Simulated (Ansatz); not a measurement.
# FGeH4NO: two geometries relaxed

Are the two ends of the inversion of the pyramid at N1 separate minima, and which lies lower? Each is relaxed from a guess. SMILES of the start: [NH2][GeH]([OH])[F].

Program: Ansatz 0.2.0. Level of theory: RHF/def2-TZVP. These are calculated values, not measurements.

## 1. Starting point

Bond lengths: N1–Ge2 1.805 Å, Ge2–O3 1.777 Å, Ge2–F4 1.719 Å, N1–H5 1.077 Å, N1–H6 1.087 Å, Ge2–H7 1.579 Å, O3–H8 1.015 Å. Angles: N1–Ge2–O3 108.7°, N1–Ge2–F4 111.9°, N1–Ge2–H7 108.8°, O3–Ge2–F4 109.9°, O3–Ge2–H7 110.1°, F4–Ge2–H7 107.6°, Ge2–N1–H5 108.3°, Ge2–N1–H6 109.6°, H5–N1–H6 101.5°, Ge2–O3–H8 103.4°.

Structure file:

```xyz
8

N    -0.5310    1.3433    0.1436
Ge    0.3088   -0.2263   -0.1559
O     0.2133   -1.2125    1.3191
F    -0.3833   -1.0818   -1.4762
H    -1.5772    1.1422    0.2991
H    -0.5571    1.9247   -0.7746
H     1.8183    0.0659   -0.5158
H     0.8004   -2.0127    1.1048
```

## 2. End point A

Input file input.yaml:

```yaml
crystal:
  periodic: [false, false, false]
  atoms:
    - { symbol: "N", position_ang: [-0.531, 1.3433, 0.1436] }
    - { symbol: Ge, position_ang: [0.3088, -0.2263, -0.1559] }
    - { symbol: O, position_ang: [0.2133, -1.2125, 1.3191] }
    - { symbol: F, position_ang: [-0.3833, -1.0818, -1.4762] }
    - { symbol: H, position_ang: [-1.5772, 1.1422, 0.2991] }
    - { symbol: H, position_ang: [-0.5571, 1.9247, -0.7746] }
    - { symbol: H, position_ang: [1.8183, 0.0659, -0.5158] }
    - { symbol: H, position_ang: [0.8004, -2.0127, 1.1048] }
basis:
  gaussian: { orbitals: def2-TZVP }
hamiltonian:
  xc: hf
relax:
  f_tol: 0.015
  max_steps: 40
```

Started as:

```
$ ansatz run input.yaml --threads 2 --pin off --max-ram 3072MiB --backend cpu --events-out ev --progress --plain --runs-dir out
```

The program printed, cut to the lines that bear on the results:

```text
Warning: RAYON_NUM_THREADS=2 ignored (pool sized by the plan → 2); use --threads N
[...]
Functional definition: HF
[...]
1202 factors; their error is unknown
[...]
mean field -62766.35522096 eV, -2306.6210098068 hartree, gradient 1.9e-5 eV, S^2 0.000000; 0 other end points of the search recorded, 0 dependent functions left out
[...]
reference -62766.35522096 eV, -2306.6210098068 hartree; 30, 30 occupied and 135, 135 virtual orbitals, 1202 factors
relax step   1: F+E_penalty+E_count = -62766.35522096 eV  Δ(F+E_penalty+E_count) = +0.000e0 eV  max|allowed force component| = 3.464e0 eV/Å  Δτ_max = 0.0000 Å  (34 SCF iters, accepted)
[...]
relax step   3: F+E_penalty+E_count = -62766.95871268 eV  Δ(F+E_penalty+E_count) = -9.370e-2 eV  max|allowed force component| = 5.288e-1 eV/Å  Δτ_max = 0.0582 Å  (30 SCF iters, accepted)
[...]
relax step   5: F+E_penalty+E_count = -62766.99759024 eV  Δ(F+E_penalty+E_count) = -1.268e-2 eV  max|allowed force component| = 7.150e-1 eV/Å  Δτ_max = 0.1041 Å  (36 SCF iters, accepted)
[...]
relax step   7: F+E_penalty+E_count = -62767.00169693 eV  Δ(F+E_penalty+E_count) = -6.096e-4 eV  max|allowed force component| = 5.601e-1 eV/Å  Δτ_max = 0.1105 Å  (35 SCF iters, accepted)
[...]
relax step   9: F+E_penalty+E_count = -62767.00774467 eV  Δ(F+E_penalty+E_count) = -6.652e-7 eV  max|allowed force component| = 2.387e-2 eV/Å  Δτ_max = 0.0012 Å  (31 SCF iters, accepted)
[...]
relax step  10: F+E_penalty+E_count = -62767.00782702 eV  Δ(F+E_penalty+E_count) = -8.235e-5 eV  max|allowed force component| = 1.492e-2 eV/Å  Δτ_max = 0.0086 Å  (30 SCF iters, accepted)
1202 factors; their error is unknown
mean field -62767.00782702 eV, -2306.6449926370 hartree, gradient 2.4e-5 eV, S^2 0.000000; 1 other end points of the search recorded, 0 dependent functions left out
[...]
reference -62767.00782702 eV, -2306.6449926370 hartree; 30, 30 occupied and 135, 135 virtual orbitals, 1202 factors
Total energy: -62767.00782702 eV, -2306.6449926370 hartree
Atom 0 at    -0.608792     1.249179     0.030713 Å, force     0.012508    -0.005245    -0.002810 eV/Å
Atom 1 at     0.425011    -0.186797    -0.217022 Å, force    -0.013844    -0.002028     0.014920 eV/Å
Atom 2 at     0.355390    -1.113701     1.251429 Å, force     0.003004     0.002678    -0.000928 eV/Å
Atom 3 at    -0.187775    -1.258438    -1.414054 Å, force     0.001531    -0.001391    -0.006346 eV/Å
Atom 4 at    -1.499963     1.134978     0.458093 Å, force    -0.003346     0.004789    -0.000703 eV/Å
Atom 5 at    -0.610129     1.983061    -0.639961 Å, force    -0.007186     0.001917     0.000330 eV/Å
Atom 6 at     1.827099     0.183763    -0.677423 Å, force     0.007587     0.001322    -0.003765 eV/Å
Atom 7 at     0.391358    -2.049245     1.152327 Å, force    -0.000255    -0.002043    -0.000698 eV/Å
Dipole moment:     0.012902     0.185979    -0.054242 e Å
```

Wall time 29 s (2 threads of Arm Neoverse V1, shared host); peak memory 0.38 GiB.

Relaxation path:

| step | energy from step 1 (eV) | largest force component (eV/Å) |
| --- | --- | --- |
| 1 | 0.0000 | 3.4641 |
| 2 | -0.5098 | 1.0982 |
| 3 | -0.6035 | 0.5288 |
| 4 | -0.6297 | 0.2511 |
| 5 | -0.6424 | 0.7150 |
| 6 | -0.6459 | 0.6550 |
| 7 | -0.6465 | 0.5601 |
| 8 | -0.6525 | 0.0173 |
| 9 | -0.6525 | 0.0239 |
| 10 | -0.6526 | 0.0149 |

Step 1 is the start.

After: Bond lengths: N1–Ge2 1.787 Å, Ge2–O3 1.738 Å, Ge2–F4 1.720 Å, N1–H5 0.995 Å, N1–H6 0.994 Å, Ge2–H7 1.522 Å, O3–H8 0.941 Å. Angles: N1–Ge2–O3 106.8°, N1–Ge2–F4 113.0°, N1–Ge2–H7 112.3°, O3–Ge2–F4 104.0°, O3–Ge2–H7 115.0°, F4–Ge2–H7 105.6°, Ge2–N1–H5 119.1°, Ge2–N1–H6 120.0°, H5–N1–H6 111.9°, Ge2–O3–H8 116.1°.

## 3. End point B

The second end starts from a geometry with the move made by hand.

Edit input.yaml of step 2 so:

```diff
@@ -7,4 +7,4 @@
     - { symbol: F, position_ang: [-0.3833, -1.0818, -1.4762] }
-    - { symbol: H, position_ang: [-1.5772, 1.1422, 0.2991] }
-    - { symbol: H, position_ang: [-0.5571, 1.9247, -0.7746] }
+    - { symbol: H, position_ang: [-0.83366, 1.37262, 1.17641] }
+    - { symbol: H, position_ang: [0.18987, 2.15619, 0.10676] }
     - { symbol: H, position_ang: [1.8183, 0.0659, -0.5158] }
```

Started as:

```
$ ansatz run input.yaml --threads 2 --pin off --max-ram 3072MiB --backend cpu --events-out ev --progress --plain --runs-dir out
```

The program printed:

```text
Warning: RAYON_NUM_THREADS=2 ignored (pool sized by the plan → 2); use --threads N
The last accepted step is kept in <dir> (removed where the run ends without a failure and the disk answers)
Engine: ansatz 0.2.0, aarch64-unknown-linux-gnu
[... 1 set-up line as earlier in the session ...]
  exchange = exact_x
  correlation = 0
1202 factors; their error is unknown
mean field evaluation 1: about -62760.4536 eV, gradient 5.1e1 eV
mean field evaluation 2: about -62763.2909 eV, gradient 3.4e1 eV
mean field evaluation 4: about -62765.0806 eV, gradient 1.4e0 eV
mean field evaluation 8: about -62766.2804 eV, gradient 1.1e-1 eV
mean field -62766.28040724 eV, -2306.6182604531 hartree, gradient 1.8e-5 eV, S^2 0.000000; 0 other end points of the search recorded, 0 dependent functions left out
the calculation of the forces begins
reference -62766.28040724 eV, -2306.6182604531 hartree; 30, 30 occupied and 135, 135 virtual orbitals, 1202 factors
relax step   1: F+E_penalty+E_count = -62766.28040724 eV  Δ(F+E_penalty+E_count) = +0.000e0 eV  max|allowed force component| = 3.071e0 eV/Å  Δτ_max = 0.0000 Å  (34 SCF iters, accepted)
these checks for a lower state are left out or cut short: starts, cluster_reference, orbital_swaps, neighbouring_geometries, increment
1202 factors; their error is unknown
mean field evaluation 16: about -62765.6105 eV, gradient 2.7e-1 eV
mean field -62766.80986104 eV, -2306.6377175214 hartree, gradient 2.4e-5 eV, S^2 0.000000; 0 other end points of the search recorded, 0 dependent functions left out
the calculation of the forces begins
reference -62766.80986104 eV, -2306.6377175214 hartree; 30, 30 occupied and 135, 135 virtual orbitals, 1202 factors
relax step   2: F+E_penalty+E_count = -62766.80986104 eV  Δ(F+E_penalty+E_count) = -5.295e-1 eV  max|allowed force component| = 1.183e0 eV/Å  Δτ_max = 0.1499 Å  (36 SCF iters, accepted)
these checks for a lower state are left out or cut short: starts, cluster_reference, orbital_swaps, neighbouring_geometries, increment
1202 factors; their error is unknown
mean field -62766.91979754 eV, -2306.6417576131 hartree, gradient 1.5e-5 eV, S^2 0.000000; 0 other end points of the search recorded, 0 dependent functions left out
the calculation of the forces begins
reference -62766.91979754 eV, -2306.6417576131 hartree; 30, 30 occupied and 135, 135 virtual orbitals, 1202 factors
relax step   3: F+E_penalty+E_count = -62766.91979754 eV  Δ(F+E_penalty+E_count) = -1.099e-1 eV  max|allowed force component| = 4.681e-1 eV/Å  Δτ_max = 0.0480 Å  (30 SCF iters, accepted)
these checks for a lower state are left out or cut short: starts, cluster_reference, orbital_swaps, neighbouring_geometries, increment
1202 factors; their error is unknown
mean field evaluation 32: about -62766.9485 eV, gradient 4.0e-3 eV
mean field -62766.94845768 eV, -2306.6428108541 hartree, gradient 1.3e-5 eV, S^2 0.000000; 0 other end points of the search recorded, 0 dependent functions left out
the calculation of the forces begins
reference -62766.94845768 eV, -2306.6428108541 hartree; 30, 30 occupied and 135, 135 virtual orbitals, 1202 factors
relax step   4: F+E_penalty+E_count = -62766.94845768 eV  Δ(F+E_penalty+E_count) = -2.866e-2 eV  max|allowed force component| = 2.954e-1 eV/Å  Δτ_max = 0.0486 Å  (30 SCF iters, accepted)
these checks for a lower state are left out or cut short: starts, cluster_reference, orbital_swaps, neighbouring_geometries, increment
1202 factors; their error is unknown
mean field -62766.96636741 eV, -2306.6434690246 hartree, gradient 2.5e-5 eV, S^2 0.000000; 0 other end points of the search recorded, 0 dependent functions left out
the calculation of the forces begins
reference -62766.96636741 eV, -2306.6434690246 hartree; 30, 30 occupied and 135, 135 virtual orbitals, 1202 factors
relax step   5: F+E_penalty+E_count = -62766.96636741 eV  Δ(F+E_penalty+E_count) = -1.791e-2 eV  max|allowed force component| = 5.384e-1 eV/Å  Δτ_max = 0.0815 Å  (36 SCF iters, accepted)
these checks for a lower state are left out or cut short: starts, cluster_reference, orbital_swaps, neighbouring_geometries, increment
1202 factors; their error is unknown
mean field -62766.98139081 eV, -2306.6440211240 hartree, gradient 2.3e-5 eV, S^2 0.000000; 0 other end points of the search recorded, 0 dependent functions left out
the calculation of the forces begins
reference -62766.98139081 eV, -2306.6440211240 hartree; 30, 30 occupied and 135, 135 virtual orbitals, 1202 factors
relax step   6: F+E_penalty+E_count = -62766.98139081 eV  Δ(F+E_penalty+E_count) = -1.502e-2 eV  max|allowed force component| = 1.130e-1 eV/Å  Δτ_max = 0.1090 Å  (35 SCF iters, accepted)
these checks for a lower state are left out or cut short: starts, cluster_reference, orbital_swaps, neighbouring_geometries, increment
1202 factors; their error is unknown
mean field -62766.98230021 eV, -2306.6440545440 hartree, gradient 2.6e-5 eV, S^2 0.000000; 0 other end points of the search recorded, 0 dependent functions left out
the calculation of the forces begins
reference -62766.98230021 eV, -2306.6440545440 hartree; 30, 30 occupied and 135, 135 virtual orbitals, 1202 factors
relax step   7: F+E_penalty+E_count = -62766.98230021 eV  Δ(F+E_penalty+E_count) = -9.094e-4 eV  max|allowed force component| = 1.753e-1 eV/Å  Δτ_max = 0.0386 Å  (30 SCF iters, accepted)
these checks for a lower state are left out or cut short: starts, cluster_reference, orbital_swaps, neighbouring_geometries, increment
1202 factors; their error is unknown
mean field -62766.98406789 eV, -2306.6441195050 hartree, gradient 1.3e-5 eV, S^2 0.000000; 0 other end points of the search recorded, 0 dependent functions left out
the calculation of the forces begins
reference -62766.98406789 eV, -2306.6441195050 hartree; 30, 30 occupied and 135, 135 virtual orbitals, 1202 factors
relax step   8: F+E_penalty+E_count = -62766.98406789 eV  Δ(F+E_penalty+E_count) = -1.768e-3 eV  max|allowed force component| = 6.068e-1 eV/Å  Δτ_max = 0.0558 Å  (30 SCF iters, accepted)
these checks for a lower state are left out or cut short: starts, cluster_reference, orbital_swaps, neighbouring_geometries, increment
1202 factors; their error is unknown
mean field evaluation 64: about -62766.9959 eV, gradient 3.3e-4 eV
mean field -62766.99594448 eV, -2306.6445559617 hartree, gradient 2.4e-5 eV, S^2 0.000000; 0 other end points of the search recorded, 0 dependent functions left out
the calculation of the forces begins
reference -62766.99594448 eV, -2306.6445559617 hartree; 30, 30 occupied and 135, 135 virtual orbitals, 1202 factors
relax step   9: F+E_penalty+E_count = -62766.99594448 eV  Δ(F+E_penalty+E_count) = -1.188e-2 eV  max|allowed force component| = 4.208e-1 eV/Å  Δτ_max = 0.1522 Å  (35 SCF iters, accepted)
these checks for a lower state are left out or cut short: starts, cluster_reference, orbital_swaps, neighbouring_geometries, increment
1202 factors; their error is unknown
mean field -62767.00339396 eV, -2306.6448297252 hartree, gradient 2.3e-5 eV, S^2 0.000000; 0 other end points of the search recorded, 0 dependent functions left out
the calculation of the forces begins
reference -62767.00339396 eV, -2306.6448297252 hartree; 30, 30 occupied and 135, 135 virtual orbitals, 1202 factors
relax step  10: F+E_penalty+E_count = -62767.00339396 eV  Δ(F+E_penalty+E_count) = -7.449e-3 eV  max|allowed force component| = 2.272e-1 eV/Å  Δτ_max = 0.0461 Å  (29 SCF iters, accepted)
these checks for a lower state are left out or cut short: starts, cluster_reference, orbital_swaps, neighbouring_geometries, increment
1202 factors; their error is unknown
mean field -62767.00555009 eV, -2306.6449089614 hartree, gradient 2.4e-5 eV, S^2 0.000000; 0 other end points of the search recorded, 0 dependent functions left out
the calculation of the forces begins
reference -62767.00555009 eV, -2306.6449089614 hartree; 30, 30 occupied and 135, 135 virtual orbitals, 1202 factors
relax step  11: F+E_penalty+E_count = -62767.00555009 eV  Δ(F+E_penalty+E_count) = -2.156e-3 eV  max|allowed force component| = 1.703e-1 eV/Å  Δτ_max = 0.1521 Å  (36 SCF iters, accepted)
these checks for a lower state are left out or cut short: starts, cluster_reference, orbital_swaps, neighbouring_geometries, increment
1202 factors; their error is unknown
mean field -62767.00701921 eV, -2306.6449629507 hartree, gradient 2.5e-5 eV, S^2 0.000000; 0 other end points of the search recorded, 0 dependent functions left out
the calculation of the forces begins
reference -62767.00701921 eV, -2306.6449629507 hartree; 30, 30 occupied and 135, 135 virtual orbitals, 1202 factors
relax step  12: F+E_penalty+E_count = -62767.00701921 eV  Δ(F+E_penalty+E_count) = -1.469e-3 eV  max|allowed force component| = 8.048e-2 eV/Å  Δτ_max = 0.0265 Å  (30 SCF iters, accepted)
these checks for a lower state are left out or cut short: starts, cluster_reference, orbital_swaps, neighbouring_geometries, increment
1202 factors; their error is unknown
mean field -62767.00775098 eV, -2306.6449898426 hartree, gradient 2.4e-5 eV, S^2 0.000000; 0 other end points of the search recorded, 0 dependent functions left out
the calculation of the forces begins
reference -62767.00775098 eV, -2306.6449898426 hartree; 30, 30 occupied and 135, 135 virtual orbitals, 1202 factors
relax step  13: F+E_penalty+E_count = -62767.00775098 eV  Δ(F+E_penalty+E_count) = -7.318e-4 eV  max|allowed force component| = 1.977e-2 eV/Å  Δτ_max = 0.0254 Å  (30 SCF iters, accepted)
these checks for a lower state are left out or cut short: starts, cluster_reference, orbital_swaps, neighbouring_geometries, increment
1202 factors; their error is unknown
mean field evaluation 96: about -62767.0078 eV, gradient 4.2e-3 eV
mean field -62767.00783033 eV, -2306.6449927585 hartree, gradient 2.4e-5 eV, S^2 0.000000; 0 other end points of the search recorded, 0 dependent functions left out
the calculation of the forces begins
reference -62767.00783033 eV, -2306.6449927585 hartree; 30, 30 occupied and 135, 135 virtual orbitals, 1202 factors
relax step  14: F+E_penalty+E_count = -62767.00783033 eV  Δ(F+E_penalty+E_count) = -7.935e-5 eV  max|allowed force component| = 1.599e-2 eV/Å  Δτ_max = 0.0128 Å  (30 SCF iters, accepted)
these checks for a lower state are left out or cut short: starts, cluster_reference, orbital_swaps, neighbouring_geometries, increment
1202 factors; their error is unknown
mean field -62767.00783033 eV, -2306.6449927586 hartree, gradient 2.4e-5 eV, S^2 0.000000; 0 other end points of the search recorded, 0 dependent functions left out
the calculation of the forces begins
reference -62767.00783033 eV, -2306.6449927586 hartree; 30, 30 occupied and 135, 135 virtual orbitals, 1202 factors
relax step  15: F+E_penalty+E_count = -62767.00783033 eV  Δ(F+E_penalty+E_count) = -2.045e-9 eV  max|allowed force component| = 1.593e-2 eV/Å  Δτ_max = 0.0000 Å  (31 SCF iters, accepted)
these checks for a lower state are left out or cut short: starts, cluster_reference, orbital_swaps, neighbouring_geometries, increment
1202 factors; their error is unknown
mean field -62767.00779648 eV, -2306.6449915146 hartree, gradient 2.4e-5 eV, S^2 0.000000; 0 other end points of the search recorded, 0 dependent functions left out
the calculation of the forces begins
reference -62767.00779648 eV, -2306.6449915146 hartree; 30, 30 occupied and 135, 135 virtual orbitals, 1202 factors
relax step  16: F+E_penalty+E_count = -62767.00779648 eV  Δ(F+E_penalty+E_count) = +3.385e-5 eV  max|allowed force component| = 5.582e-2 eV/Å  Δτ_max = 0.0074 Å  (30 SCF iters, rejected (line search))
these checks for a lower state are left out or cut short: starts, cluster_reference, orbital_swaps, neighbouring_geometries, increment
1202 factors; their error is unknown
mean field -62767.00784856 eV, -2306.6449934288 hartree, gradient 2.4e-5 eV, S^2 0.000000; 0 other end points of the search recorded, 0 dependent functions left out
the calculation of the forces begins
reference -62767.00784856 eV, -2306.6449934288 hartree; 30, 30 occupied and 135, 135 virtual orbitals, 1202 factors
relax step  17: F+E_penalty+E_count = -62767.00784856 eV  Δ(F+E_penalty+E_count) = -1.824e-5 eV  max|allowed force component| = 3.435e-3 eV/Å  Δτ_max = 0.0037 Å  (31 SCF iters, accepted)
1202 factors; their error is unknown
mean field evaluation 128: about -62765.8032 eV, gradient 4.8e-2 eV
mean field -62767.00784856 eV, -2306.6449934288 hartree, gradient 2.4e-5 eV, S^2 0.000000; 1 other end points of the search recorded, 0 dependent functions left out
the calculation of the forces begins
reference -62767.00784856 eV, -2306.6449934288 hartree; 30, 30 occupied and 135, 135 virtual orbitals, 1202 factors
Total energy: -62767.00784856 eV, -2306.6449934288 hartree
Atom 0 at    -0.195637     1.370380     0.473815 Å, force     0.000094    -0.000972     0.000576 eV/Å
Atom 1 at     0.545800    -0.160426    -0.072922 Å, force     0.000740    -0.000438     0.003306 eV/Å
Atom 2 at     0.512337    -1.246888     1.283022 Å, force     0.000636     0.003435    -0.000246 eV/Å
Atom 3 at    -0.382662    -0.966003    -1.275470 Å, force    -0.000518    -0.001045    -0.001907 eV/Å
Atom 4 at    -1.029876     1.336978     1.015024 Å, force    -0.000976     0.000140     0.001683 eV/Å
Atom 5 at    -0.165656     2.174479    -0.110090 Å, force    -0.000240     0.001798    -0.001636 eV/Å
Atom 6 at     1.919777     0.052898    -0.691873 Å, force     0.000699    -0.001101    -0.000397 eV/Å
Atom 7 at     0.378625    -2.156707     1.081264 Å, force    -0.000435    -0.001818    -0.001379 eV/Å
Dipole moment:     0.034221     0.186404    -0.034298 e Å
```

It took 49 s on 2 threads of Arm Neoverse V1, shared host; peak memory 0.38 GiB.

Step by step:

| step | energy from step 1 (eV) | largest force component (eV/Å) |
| --- | --- | --- |
| 1 | 0.0000 | 3.0713 |
| 2 | -0.5295 | 1.1830 |
| 3 | -0.6394 | 0.4681 |
| 4 | -0.6681 | 0.2954 |
| 5 | -0.6860 | 0.5384 |
| 6 | -0.7010 | 0.1130 |
| 7 | -0.7019 | 0.1753 |
| 8 | -0.7037 | 0.6068 |
| 9 | -0.7155 | 0.4208 |
| 10 | -0.7230 | 0.2272 |
| 11 | -0.7251 | 0.1703 |
| 12 | -0.7266 | 0.0805 |
| 13 | -0.7273 | 0.0198 |
| 14 | -0.7274 | 0.0160 |
| 15 | -0.7274 | 0.0159 |
| 16x | -0.7274 | 0.0558 |
| 17 | -0.7274 | 0.0034 |

Step 1 is the start. 1 step was tried and not accepted (marked x).

After: Bond lengths: N1–Ge2 1.787 Å, Ge2–O3 1.738 Å, Ge2–F4 1.720 Å, N1–H5 0.995 Å, N1–H6 0.994 Å, Ge2–H7 1.522 Å, O3–H8 0.941 Å. Angles: N1–Ge2–O3 106.8°, N1–Ge2–F4 113.0°, N1–Ge2–H7 112.3°, O3–Ge2–F4 104.0°, O3–Ge2–H7 115.0°, F4–Ge2–H7 105.6°, Ge2–N1–H5 119.1°, Ge2–N1–H6 120.0°, H5–N1–H6 111.8°, Ge2–O3–H8 116.1°.

## 4. Results

```
                           quantity                     value
                              end A   9 moves, 0.653 eV lower
                              end B  15 moves, 0.727 eV lower
largest difference between the ends                    0.00 Å
            end B relative to end A                 -0.000 eV
```

In words: The two relaxations end at one structure, within 0.00 Å: no second minimum was found from this start, which doesn't rule one out.
